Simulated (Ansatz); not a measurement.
# GeH2Cl2 (singlet): the correlation ladder at a displaced geometry (v1), cc-pVDZ

How much of the correlation energy of GeH2Cl2 (singlet) does each wave-function method recover here?

The runs use Ansatz 0.2.0, Gaussian basis; cc-pVDZ, core rule «outside noble gas», up to 24 orbitals frozen.

Plan: UHF; CCSD(T) on RHF; BCCD(T) on RHF; CISD; CCSDT(Q) on RHF; CASSCF and MRCISD+Q, 8 electrons in 8 orbitals; CASSCF and NEVPT2, 8 electrons in 8 orbitals.

11 further runs of the same task are left out: 5 that didn't finish, 6 set aside as unsound or not needed.

**1. The system**

The geometry is a PBE0/def2-TZVP stationary point (not a proven minimum) with its atoms shifted at random (size 0.040 Å). No spin-orbit coupling is included. The filled d shell of Ge may be among the frozen orbitals whatever the setting's name suggests; the logs give the count.

5 atoms, charge 0, spin multiplicity 1.

Atoms are counted from 1 here; the program's logs count them from 0.

Bond lengths: Ge1–Cl2 2.140 Å, Ge1–Cl3 2.123 Å, Ge1–H4 1.493 Å, Ge1–H5 1.616 Å. Angles: Cl2–Ge1–Cl3 107.1°, Cl2–Ge1–H4 108.0°, Cl2–Ge1–H5 104.7°, Cl3–Ge1–H4 109.5°, Cl3–Ge1–H5 111.4°, H4–Ge1–H5 115.7°.

Geometry (Å):

```xyz
5
charge 0, multiplicity 1
Ge   -0.0102   -0.6054    0.0165
Cl   -0.0110    0.6312   -1.7298
Cl    0.0369    0.6905    1.6979
H     1.2288   -1.4376   -0.0075
H    -1.4029   -1.4215   -0.0590
```

**2. UHF**

in.yaml

```yaml
crystal:
  periodic: [false, false, false]
  atoms:
    - {symbol: Ge, position_ang: [-0.010212, -0.605441, 0.016500]}
    - {symbol: Cl, position_ang: [-0.011045, 0.631235, -1.729823]}
    - {symbol: Cl, position_ang: [0.036919, 0.690545, 1.697904]}
    - {symbol: H, position_ang: [1.228837, -1.437649, -0.007464]}
    - {symbol: H, position_ang: [-1.402939, -1.421469, -0.058953]}
basis:
  gaussian: {orbitals: cc-pVDZ}
magnetization: {spin_polarized: true, initial_magnetization: 0}
hamiltonian: {xc: hf}
output: {orbitals: {seedname: orbitals}}
```

Run with:

```
ansatz run in.yaml --threads 1 --pin off --events-out ev --progress --plain --max-ram 2393MiB
```

Further steps of the session: CCSD(T) on RHF; BCCD(T) on RHF; CISD; CCSDT(Q) on RHF; CASSCF and MRCISD+Q, 8 electrons in 8 orbitals; CASSCF and NEVPT2, 8 electrons in 8 orbitals.

Before running them: what should the planned runs give, taken together? Wanted: RCCSDT(Q) below the RHF energy; RMP2 from RCCSDT(Q); RCCSD from RCCSDT(Q); RCCSD(T) from RCCSDT(Q); MRCISD+Q frontier from RCCSDT(Q); T1 diagnostic.

**Answer**, as computed:

```
                         quantity                      value
   RCCSDT(Q) below the RHF energy                -11.1460 eV
              RMP2 from RCCSDT(Q)                +1313.9 meV
             RCCSD from RCCSDT(Q)                 +271.1 meV
          RCCSD(T) from RCCSDT(Q)                  +43.3 meV
 MRCISD+Q frontier from RCCSDT(Q)                 +135.5 meV
levels within 1 kcal/mol (43 meV)  RCCSD(T), BCCD(T), RCCSDT
                    T1 diagnostic                      0.009
```

In words: RCCSD(T) lands +43.3 meV from the yardstick (0.4 % of the correlation energy). These misses are within one basis, not against nature.
